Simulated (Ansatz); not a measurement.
**ClFH₂OSZr: a ladder of functionals and wavefunction methods**

One table from this session's results is given with a row withheld; the runs are named, their logs left out.

The runs use Ansatz 0.2.0, Gaussian basis; functionals in def2-TZVPP, the program's frozen cores in correlated methods.

The runs, in order: PBE-D4, r2SCAN-D4, PBE0-D4, B3LYP-D4, ωB97X-V, ωB97M-V, B2PLYP; CCSD(T)/def2-TZVPP; MP2/def2-QZVPP; extrapolation to the limit.

## Structure used throughout

The geometry comes from an earlier relaxation with PBE0-D4 in a triple-zeta def2 set; it is a stationary point, not always the lowest conformer. Zr takes the def2 core potential; no spin-orbit term is included.

SMILES `[OH][Zr]([F])([SH])[Cl]`, 7 atoms, charge 0, spin multiplicity 1.

Atoms are counted from 1 here; the program's logs count them from 0.

Bond lengths: O1–Zr2 1.887 Å, O1–H6 0.954 Å, Zr2–F3 1.897 Å, Zr2–S4 2.440 Å, Zr2–Cl5 2.352 Å, S4–H7 1.348 Å. Angles: Zr2–O1–H6 172.1°, O1–Zr2–F3 112.3°, O1–Zr2–S4 105.3°, O1–Zr2–Cl5 111.6°, F3–Zr2–S4 109.1°, F3–Zr2–Cl5 108.1°, S4–Zr2–Cl5 110.3°, Zr2–S4–H7 91.1°.

The first run:

The input, in.yaml:

```yaml
crystal:
  periodic: [false, false, false]
  atoms:
    - {symbol: O, position_ang: [-1.817943, 0.269888, -0.060138]}
    - {symbol: Zr, position_ang: [-0.006455, -0.084520, 0.331074]}
    - {symbol: F, position_ang: [0.254196, -1.832744, 1.018602]}
    - {symbol: S, position_ang: [1.165668, 0.119402, -1.799196]}
    - {symbol: Cl, position_ang: [0.858552, 1.450659, 1.888169]}
    - {symbol: H, position_ang: [-2.755515, 0.431748, -0.129942]}
    - {symbol: H, position_ang: [2.301497, -0.354433, -1.248569]}
basis:
  gaussian: {orbitals: def2-TZVPP}
hamiltonian: {xc: pbe, dispersion: d4}
output: {forces: true, orbitals: {seedname: orbitals}}
```

Command:

```
ansatz run in.yaml --threads 2 --pin off --events-out ev --progress --plain --max-ram 32768MiB --backend cpu
```

Among the steps run: PBE-D4 (GGA); r2SCAN-D4 (meta-GGA); PBE0-D4 (hybrid); B3LYP-D4 (hybrid); ωB97X-V (range-separated); ωB97M-V (range-separated); B2PLYP (double hybrid).

One of the session's tables, all rows but one given; the rest of the session is left out.

It belongs to the step «Frontier levels by functional». 

```
functional  HOMO (eV)  LUMO (eV)  gap (eV)
    PBE-D4      -6.63      -2.41      4.23
 r2SCAN-D4      -6.93      -2.25      4.69
   PBE0-D4      -7.85      -1.57      6.28
  B3LYP-D4      -7.60      -1.78      5.81
   ωB97X-V     -10.16       0.61     10.77
   ωB97M-V          ?          ?         ?
```

**Question.** Estimate the row for ωB97M-V.

As computed: HOMO (eV): -9.99; LUMO (eV): 0.43; gap (eV): 10.43. In the column «HOMO (eV)» it lies between ωB97X-V (-10.16) and PBE0-D4 (-7.85).
